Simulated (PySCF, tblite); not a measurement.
# C₂₀H₁₅BS₂: electronic excitations, NMR shifts

Aim: compute the electronic excitations, NMR shifts of C₂₀H₁₅BS₂ (`CB(C)c1csc2cc3cc4cc5ccsc5cc4cc3cc12`).

Computed with tblite 0.8.0 and PySCF 2.14.0 and routines of our own; the level stands in each step. Atoms count from 0.

### 1 The system as given

38 atoms, charge 0, multiplicity 1; geometry from: force field, distance geometry or constructed start.

### 2 Optimising the geometry with GFN2-xTB

The job: settings as JSON, then the geometry in Å.

```
{"job": {"kind": "relax", "xc": "GFN2-xTB", "basis": "xTB"}, "charge": 0, "multiplicity": 1}
C     -4.053900    -1.001200     1.727200
B     -4.571600     0.192600     0.786900
C     -6.077100     0.669200     0.964900
C     -3.711300     0.748500    -0.433400
C     -4.340300     1.353100    -1.516400
S     -3.195800     1.783300    -2.678800
C     -1.879600     1.222100    -1.810000
C     -0.538100     1.274500    -2.181600
C      0.428200     0.770700    -1.295300
C      1.781900     0.805000    -1.636400
C      2.751000     0.317100    -0.751500
C      4.116800     0.350800    -1.098600
C      5.058000    -0.138200    -0.188000
C      6.449200    -0.177700    -0.386900
C      7.123200    -0.721400     0.702300
S      6.002200    -1.160000     1.897700
C      4.658600    -0.650000     1.029300
C      3.319800    -0.706100     1.407400
C      2.351200    -0.210800     0.514000
C      0.995400    -0.243200     0.855600
C      0.021500     0.244800    -0.036700
C     -1.343100     0.208800     0.311100
C     -2.299400     0.691400    -0.587300
H     -3.432000    -0.598600     2.544000
H     -4.921700    -1.518500     2.191800
H     -3.496200    -1.738900     1.129300
H     -6.109700     1.780200     1.042000
H     -6.532100     0.239300     1.882800
H     -6.680000     0.347800     0.085700
H     -5.401900     1.515000    -1.630100
H     -0.258400     1.695700    -3.141700
H      2.087000     1.213800    -2.596500
H      4.440300     0.753500    -2.054800
H      6.945200     0.178700    -1.273700
H      8.198500    -0.851800     0.767900
H      3.044000    -1.109100     2.369900
H      0.687700    -0.648300     1.808600
H     -1.623700    -0.163200     1.277600
```

Launch:

```console
$ OMP_NUM_THREADS=1 python large_run.py task.json out
```

One launch serves the whole session: the jobs run in the order shown.

The program printed:

```text
step      E/eV     max force
  0   -1583.11804    3.199
  1   -1583.60699    1.295
  2   -1583.71492    0.447
  3   -1583.74805    0.299
  4   -1583.76601    0.197
  5   -1583.77186    0.144
  6   -1583.77627    0.121
  7   -1583.77854    0.087
  8   -1583.77957    0.078
  9   -1583.78148    0.089
 10   -1583.78245    0.094
 11   -1583.78452    0.071
 12   -1583.78600    0.071
 13   -1583.78751    0.096
 14   -1583.78857    0.078
 15   -1583.78926    0.054
 16   -1583.78976    0.053
 17   -1583.79031    0.061
 18   -1583.79097    0.082
 19   -1583.79161    0.077
 20   -1583.79207    0.043
 21   -1583.79237    0.031
 22   -1583.79263    0.038
 23   -1583.79287    0.039
 24   -1583.79310    0.029
 25   -1583.79330    0.025
 26   -1583.79353    0.026
 27   -1583.79382    0.031
 28   -1583.79413    0.039
 29   -1583.79441    0.037
 30   -1583.79463    0.029
 31   -1583.79485    0.032
 32   -1583.79514    0.034
 33   -1583.79553    0.056
 34   -1583.79607    0.069
 35   -1583.79676    0.064
 36   -1583.79750    0.055
 37   -1583.79813    0.049
 38   -1583.79859    0.036
 39   -1583.79894    0.034
 40   -1583.79922    0.038
 41   -1583.79951    0.036
 42   -1583.79981    0.030
 43   -1583.80011    0.030
 44   -1583.80036    0.027
 45   -1583.80055    0.026
 46   -1583.80072    0.025
 47   -1583.80088    0.024
 48   -1583.80110    0.021
 49   -1583.80122    0.019
```

Run time: 1.3 s. Hardware: 1 thread of Arm Neoverse V2, shared host; peak memory 0.19 GiB.

The steps of the relaxation:

```csv
step,energy from step 0 (eV),largest force (eV/Å)
0,0.0000,3.1991
1,-0.4889,1.2948
2,-0.5969,0.4466
3,-0.6300,0.2994
4,-0.6480,0.1974
5,-0.6538,0.1444
6,-0.6582,0.1208
7,-0.6605,0.0866
8,-0.6615,0.0784
11,-0.6665,0.0710
14,-0.6705,0.0786
18,-0.6729,0.0817
21,-0.6743,0.0315
24,-0.6751,0.0290
28,-0.6761,0.0387
31,-0.6768,0.0316
34,-0.6780,0.0687
38,-0.6806,0.0357
41,-0.6815,0.0358
45,-0.6825,0.0264
46,-0.6827,0.0249
47,-0.6828,0.0238
48,-0.6831,0.0212
49,-0.6832,0.0190
```

Distances of close pairs at the start and the end, largest changes first:

```csv
bond,before (Å),after (Å),change (Å)
S5–C6,1.674,1.749,+0.075
S15–C16,1.679,1.749,+0.070
C12–C16,1.380,1.430,+0.050
C13–C14,1.391,1.345,-0.047
C14–S15,1.696,1.739,+0.043
C4–S5,1.687,1.729,+0.042
B1–C3,1.593,1.552,-0.041
C6–C22,1.397,1.431,+0.034
```

The final coordinates are the input of the step that follows.

### 3 Electronic excitations: TDA PBE0/6-31G*

The job: settings as JSON, then the geometry in Å.

```
{"job": {"kind": "uv", "basis": "6-31G*", "grid": 1, "kgrid": 0, "vcut": 1.5, "nstates": 6, "ntriplets": 2, "tda": true, "delta": ["ip_vertical"], "pop": true, "xc": "PBE0"}, "charge": 0, "multiplicity": 1}
C     -4.110011    -1.042830     1.689162
B     -4.600048     0.140275     0.766914
C     -6.051585     0.725997     0.990379
C     -3.739394     0.710095    -0.392738
C     -4.313837     1.303293    -1.473786
S     -3.240062     1.793459    -2.736737
C     -1.874850     1.224320    -1.803871
C     -0.565921     1.294563    -2.174045
C      0.429075     0.794740    -1.301504
C      1.780147     0.821237    -1.633552
C      2.760976     0.334262    -0.769938
C      4.129803     0.358847    -1.112030
C      5.075002    -0.119902    -0.240019
C      6.497895    -0.183444    -0.387213
C      7.113448    -0.717904     0.682178
S      6.031453    -1.190586     1.959119
C      4.658237    -0.646657     1.022222
C      3.347519    -0.692504     1.390172
C      2.360566    -0.203502     0.502025
C      1.008658    -0.231833     0.831230
C      0.028374     0.248014    -0.035251
C     -1.340738     0.203259     0.306266
C     -2.300572     0.662878    -0.558247
H     -3.663352    -0.632470     2.595930
H     -4.939998    -1.662992     2.022316
H     -3.368288    -1.692501     1.231549
H     -6.102145     1.806107     0.870485
H     -6.471939     0.475593     1.961548
H     -6.723668     0.301835     0.243318
H     -5.363008     1.468216    -1.630112
H     -0.279607     1.727626    -3.120609
H      2.078538     1.228824    -2.589598
H      4.424059     0.761314    -2.070231
H      7.012487     0.164606    -1.265121
H      8.164311    -0.880117     0.827721
H      3.050292    -1.093520     2.347142
H      0.708220    -0.641327     1.785836
H     -1.616240    -0.198293     1.267070
```

With the program's defaults for keys left out, this is: TDA PBE0/6-31G*, vertical, gas phase, core orbitals frozen in the response, virtual orbitals cut by energy.

The program printed:

```text
start: PBE on a coarse grid of 33525 points
cycle   1  E = -1591.0291546595  dE =  3.873e+00  |g| = 9.653e-01  |ddm| = 7.482e+00
cycle   2  E = -1590.5118444945  dE =  5.173e-01  |g| = 1.584e+00  |ddm| = 3.406e+00
cycle   3  E = -1591.2043105485  dE = -6.925e-01  |g| = 5.278e-01  |ddm| = 2.894e+00
cycle   4  E = -1591.2960891814  dE = -9.178e-02  |g| = 1.191e-01  |ddm| = 8.132e-01
cycle   5  E = -1591.2972157758  dE = -1.127e-03  |g| = 9.769e-02  |ddm| = 2.706e-01
cycle   6  E = -1591.2996072250  dE = -2.391e-03  |g| = 4.425e-02  |ddm| = 1.718e-01
cycle   7  E = -1591.3001539235  dE = -5.467e-04  |g| = 1.811e-02  |ddm| = 7.977e-02
cycle   8  E = -1591.3002544228  dE = -1.005e-04  |g| = 4.950e-03  |ddm| = 2.789e-02
final grid: 145082 points
cycle   9  E = -1591.1730183542  dE = -1.007e-02  |g| = 5.740e-02  |ddm| = 1.132e+00
cycle  10  E = -1591.1725879469  dE =  4.304e-04  |g| = 6.834e-02  |ddm| = 1.700e-01
cycle  11  E = -1591.1739631167  dE = -1.375e-03  |g| = 1.251e-02  |ddm| = 1.087e-01
cycle  12  E = -1591.1740016457  dE = -3.853e-05  |g| = 5.063e-03  |ddm| = 2.189e-02
cycle  13  E = -1591.1740069856  dE = -5.340e-06  |g| = 1.819e-03  |ddm| = 7.982e-03
cycle  14  E = -1591.1740101449  dE = -3.159e-06  |g| = 8.155e-04  |ddm| = 3.140e-03
cycle  15  E = -1591.1740085792  dE =  1.566e-06  |g| = 2.837e-04  |ddm| = 1.356e-03
cycle  16  E = -1591.1740115371  dE = -2.958e-06  |g| = 8.662e-05  |ddm| = 4.434e-04
converged SCF energy = -1591.1740115371
Vertical ionisation energy (delta-SCF) = 6.2263 eV   <S^2> = 0.771

Static polarisability (au): isotropic 302.293, principal 97.648 267.916 541.315

Singlet excitations
state   eV       nm        f      main configurations
  1   2.7732    447.1   0.11494   H->L 0.94
  2   3.4149    363.1   0.00725   H->L+1 0.92
  3   3.6136    343.1   0.00176   H->L+2 0.38, H-2->L 0.32, H-1->L 0.27
  4   3.6846    336.5   0.00236   H-1->L 0.62, H-2->L 0.14, H->L+3 0.10
  5   4.3204    287.0   0.04259   H->L+3 0.67, H->L+2 0.17
  6   4.5950    269.8   0.19402   H-3->L 0.66, H-1->L+1 0.15

Triplet excitations (Tamm-Dancoff, eV): 1.5167 2.6287
```

Run time: 1.8 min. Hardware: 1 thread of Arm Neoverse V2, shared host; peak memory 0.74 GiB.

The orbitals next to the gap, with their largest atomic shares:

```csv
orbital,eV,atoms
HOMO−4,-7.82,"C14 12 %, C4 12 %, C6 9 %"
HOMO−3,-7.30,"S15 15 %, S5 15 %, C3 11 %"
HOMO−2,-6.55,"C8 11 %, C18 11 %, C16 10 %"
HOMO−1,-6.28,"S15 15 %, S5 14 %, C13 10 %"
HOMO,-5.01,"C9 13 %, C19 13 %, C11 9 %"
LUMO,-1.96,"C9 13 %, C19 12 %, C21 9 %"
LUMO+1,-1.03,"B1 38 %, C4 23 %, S5 8 %"
LUMO+2,-0.37,"C18 14 %, C14 13 %, C6 11 %"
LUMO+3,-0.04,"B1 12 %, C11 11 %, C21 11 %"
```

With each of the 6 states as a Gaussian band of 0.4 eV half-width at 1/e, the curve within the window shown has maxima at 446 nm (ε 4,700), 272 nm (ε 9,000) L/(mol cm). Beyond the last state computed it falls off for lack of states. The curve at chosen wavelengths:

| nm | ε (L/mol/cm) |
| --- | --- |
| 253 | 4695 |
| 266 | 8528 |
| 278 | 8496 |
| 291 | 5540 |
| 304 | 2703 |
| 316 | 1257 |
| 329 | 657 |
| 342 | 543 |
| 354 | 626 |
| 367 | 882 |
| 380 | 1375 |
| 392 | 2055 |
| 405 | 2943 |
| 418 | 3797 |
| 431 | 4415 |
| 443 | 4666 |
| 456 | 4578 |
| 469 | 4186 |
| 481 | 3654 |
| 494 | 3004 |
| 507 | 2365 |
| 519 | 1838 |
| 532 | 1358 |
| 545 | 979 |
| 557 | 710 |
| 570 | 494 |

Ground-state properties from the same run:

```csv
property,computed
dipole moment (D),0.44
polarisability (Å³),44.80
HOMO–LUMO gap (eV),3.06
−ε(HOMO) (eV),5.01
```

### 4 NMR shifts: GIAO OPBE/pcSseg-1

The job, as its differences from that of step 3:

```diff
@@ -1,2 +1,2 @@
-{"job": {"kind": "uv", "basis": "6-31G*", "grid": 1, "kgrid": 0, "vcut": 1.5, "nstates": 6, "ntriplets": 2, "tda": true, "delta": ["ip_vertical"], "pop": true, "xc": "PBE0"}, "charge": 0, "multiplicity": 1}
+{"job": {"kind": "nmr", "basis": "pcSseg-1", "pop": false, "xc": "OPBE"}, "charge": 0, "multiplicity": 1}
 C     -4.110011    -1.042830     1.689162
```

Level: GIAO OPBE/pcSseg-1 NMR shielding, non-relativistic, gas phase.

The program printed:

```text
start: PBE on a coarse grid of 33525 points
cycle   1  E = -1590.4993766696  dE =  3.839e+00  |g| = 9.632e-01  |ddm| = 7.474e+00
cycle   2  E = -1589.9196685444  dE =  5.797e-01  |g| = 1.655e+00  |ddm| = 3.399e+00
cycle   3  E = -1590.6723533156  dE = -7.527e-01  |g| = 5.185e-01  |ddm| = 2.898e+00
cycle   4  E = -1590.7576317022  dE = -8.528e-02  |g| = 1.224e-01  |ddm| = 7.968e-01
cycle   5  E = -1590.7587257163  dE = -1.094e-03  |g| = 1.021e-01  |ddm| = 2.699e-01
cycle   6  E = -1590.7612659192  dE = -2.540e-03  |g| = 4.475e-02  |ddm| = 1.692e-01
cycle   7  E = -1590.7618077706  dE = -5.419e-04  |g| = 1.853e-02  |ddm| = 7.705e-02
cycle   8  E = -1590.7619078846  dE = -1.001e-04  |g| = 5.546e-03  |ddm| = 2.752e-02
final grid: 304668 points
cycle   9  E = -1591.9076869177  dE = -2.945e-02  |g| = 7.555e-02  |ddm| = 1.326e+00
cycle  10  E = -1591.9053005991  dE =  2.386e-03  |g| = 1.087e-01  |ddm| = 2.458e-01
cycle  11  E = -1591.9080366978  dE = -2.736e-03  |g| = 4.678e-02  |ddm| = 2.085e-01
cycle  12  E = -1591.9086779608  dE = -6.413e-04  |g| = 1.929e-02  |ddm| = 8.021e-02
cycle  13  E = -1591.9087756171  dE = -9.766e-05  |g| = 8.000e-03  |ddm| = 3.339e-02
cycle  14  E = -1591.9087945034  dE = -1.889e-05  |g| = 3.172e-03  |ddm| = 1.405e-02
cycle  15  E = -1591.9087963894  dE = -1.886e-06  |g| = 9.989e-04  |ddm| = 5.117e-03
cycle  16  E = -1591.9087964126  dE = -2.319e-08  |g| = 3.137e-04  |ddm| = 1.523e-03
cycle  17  E = -1591.9087977342  dE = -1.322e-06  |g| = 1.093e-04  |ddm| = 6.089e-04
cycle  18  E = -1591.9087965168  dE =  1.217e-06  |g| = 5.460e-05  |ddm| = 2.497e-04
converged SCF energy = -1591.9087965168

GIAO shielding tensors (ppm)
atom      isotropic    diamagn.    paramagn.     s11        s22        s33       span
  0 C      172.935     255.459     -82.524    156.977    176.947    184.880     27.903
  1 B       32.144     187.630    -155.486    -31.419      9.697    118.152    149.571
  2 C      173.803     249.664     -75.861    161.397    172.536    187.477     26.080
  3 C       46.237     245.960    -199.723    -37.732     33.035    143.408    181.140
  4 C       44.443     270.356    -225.913    -36.108     39.375    130.062    166.171
  5 S      326.648    1059.371    -732.723    183.678    379.910    416.357    232.679
  6 C       48.703     265.415    -216.712    -16.702     36.682    126.128    142.831
  7 C       68.156     243.422    -175.266    -13.185     60.182    157.471    170.655
  8 C       64.573     252.479    -187.906    -10.354     13.006    191.066    201.420
  9 C       63.466     244.117    -180.651    -12.174     54.252    148.320    160.494
 10 C       63.976     250.687    -186.710    -12.303     10.741    193.490    205.794
 11 C       66.702     238.341    -171.639     -9.713     54.762    155.058    164.771
 12 C       53.479     248.481    -195.002    -22.472     32.326    150.582    173.054
 13 C       66.253     236.472    -170.219     -7.038     65.943    139.856    146.894
 14 C       58.837     274.693    -215.855    -23.947     61.521    138.938    162.884
 15 S      345.272    1057.517    -712.246    219.778    373.886    442.150    222.373
 16 C       51.224     260.788    -209.564    -17.123     34.343    136.453    153.576
 17 C       68.082     243.963    -175.881    -13.244     59.512    157.977    171.221
 18 C       64.385     253.115    -188.730    -10.342     12.996    190.502    200.843
 19 C       62.654     250.011    -187.356    -13.495     54.235    147.223    160.718
 20 C       63.877     253.396    -189.519    -11.579      9.828    193.381    204.960
 21 C       64.233     250.869    -186.636    -11.804     48.033    156.469    168.273
 22 C       51.283     250.980    -199.697    -24.346     33.439    144.757    169.102
 23 H       30.121      33.327      -3.205     24.955     30.237     35.172     10.217
 24 H       30.116      28.653       1.463     25.472     29.284     35.593     10.121
 25 H       29.693      36.330      -6.637     24.546     30.700     33.832      9.287
 26 H       30.237      28.169       2.067     25.717     30.549     34.444      8.727
 27 H       30.325      25.738       4.587     25.843     29.858     35.273      9.430
 28 H       30.302      25.063       5.238     25.486     29.899     35.521     10.035
 29 H       23.556      33.895     -10.339     19.105     23.146     28.418      9.313
 30 H       22.789      34.591     -11.802     14.924     23.838     29.605     14.680
 31 H       22.680      36.763     -14.083     14.753     23.719     29.567     14.814
 32 H       22.774      34.268     -11.494     15.319     24.068     28.936     13.617
 33 H       24.018      29.221      -5.203     19.265     25.397     27.391      8.126
 34 H       24.201      29.458      -5.257     20.443     25.020     27.142      6.699
 35 H       22.809      32.620      -9.811     14.922     23.646     29.859     14.936
 36 H       22.663      37.685     -15.022     14.544     23.377     30.069     15.525
 37 H       22.451      39.940     -17.489     13.639     23.134     30.580     16.941
```

Wall time 59 s (1 thread of Arm Neoverse V2, shared host); peak memory 0.69 GiB.

Shifts follow as δ = σ(reference) − σ, with reference shieldings (ppm) from runs at the same level and on the same kind of geometry: 1H TMS 31.67, 13C TMS 187.5, 11B BF3·OEt2 99.7. The references are single molecules in the gas phase. Atoms listed in one row are averaged.

```csv
atoms,environment,σ (ppm),δ (ppm)
C4,aromatic CH next to the ring sulfur,44.4,143.1
C3,substituted aromatic carbon,46.2,141.3
C6,ring-fusion aromatic carbon,48.7,138.8
C16,ring-fusion aromatic carbon,51.2,136.3
C22,ring-fusion aromatic carbon,51.3,136.2
C12,ring-fusion aromatic carbon,53.5,134.0
C14,aromatic CH next to the ring sulfur,58.8,128.7
C19,aromatic CH,62.7,124.9
C9,aromatic CH,63.5,124.0
C20,ring-fusion aromatic carbon,63.9,123.6
C10,ring-fusion aromatic carbon,64.0,123.5
C21,aromatic CH,64.2,123.3
C18,ring-fusion aromatic carbon,64.4,123.1
C8,ring-fusion aromatic carbon,64.6,122.9
C13,aromatic CH,66.3,121.3
C11,aromatic CH,66.7,120.8
C17,aromatic CH,68.1,119.4
C7,aromatic CH,68.2,119.3
"C0, C2",methyl carbon bonded to B,173.4,14.1
H37,hydrogen on an aromatic CH,22.45,9.22
H36,hydrogen on an aromatic CH,22.66,9.01
H31,hydrogen on an aromatic CH,22.68,8.99
H32,hydrogen on an aromatic CH,22.77,8.90
H30,hydrogen on an aromatic CH,22.79,8.88
H35,hydrogen on an aromatic CH,22.81,8.86
H29,hydrogen on an aromatic CH next to the ring sulfur,23.56,8.12
H33,hydrogen on an aromatic CH,24.02,7.65
H34,hydrogen on an aromatic CH next to the ring sulfur,24.20,7.47
"H23, H24, H25, H26, H27, H28",hydrogen on a methyl carbon bonded to B,30.13,1.54
B1,boron bonded to 3 C,32.1,67.6
S5,aromatic ring sulfur,327,–
S15,aromatic ring sulfur,345,–
```

Ring of atoms C3, C4, S5, C6, C22: NICS(0) -7.1, NICS(1) -7.8, NICS(1)zz -15.2 ppm (means of both faces).

Ring of atoms C6, C7, C8, C20, C21, C22: NICS(0) -9.7, NICS(1) -11.8, NICS(1)zz -28.6 ppm (means of both faces).

Ring of atoms C8, C9, C10, C18, C19, C20: NICS(0) -11.7, NICS(1) -13.8, NICS(1)zz -34.4 ppm (means of both faces).

### 5 Summary of results

| quantity | value |
| --- | --- |
| lowest singlet (PBE0/6-31G*) | 2.77 eV (447 nm), f = 0.115 |
| brightest single state of those computed | state 6, 4.59 eV, f = 0.194 |
| lowest triplet | 1.52 eV |
| vertical ionisation energy (ΔSCF) | 6.23 eV |
| 13C shifts against TMS (OPBE/pcSseg-1) | 143.1, 141.3, 138.8, 136.3, 136.2, 134.0, 128.7, 124.9, 124.0, 123.6, 123.5, 123.3, 123.1, 122.9 ppm and more |
| 1H shifts against TMS (OPBE/pcSseg-1, means over atoms taken as alike) | 9.22, 9.01, 8.99, 8.90, 8.88, 8.86, 8.12, 7.65, 7.47, 1.54 ppm |
| 11B shifts against BF3·OEt2 (OPBE/pcSseg-1) | 67.6 ppm |
| shieldings of S (OPBE/pcSseg-1) | S5 326.6, S15 345.3 ppm |

The first singlet state (HOMO→LUMO 0.94) lies at 2.77 eV and is bright; of the 6 states computed, the strongest absorption comes from state 6 at 4.59 eV (the last computed, so partners may be missing). State 1 absorbs in the visible (447 nm). The lowest triplet lies 1.26 eV below the lowest singlet. ΔSCF puts the ionisation energy at 6.23 eV, 1.22 eV above −ε(HOMO). NICS(1)zz of -15 ppm above the planar ring from C3 marks a diatropic (aromatic) ring current. NICS(1)zz of -29 ppm above the planar ring from C6 marks a diatropic (aromatic) ring current. NICS(1)zz of -34 ppm above the planar ring from C8 marks a diatropic (aromatic) ring current.
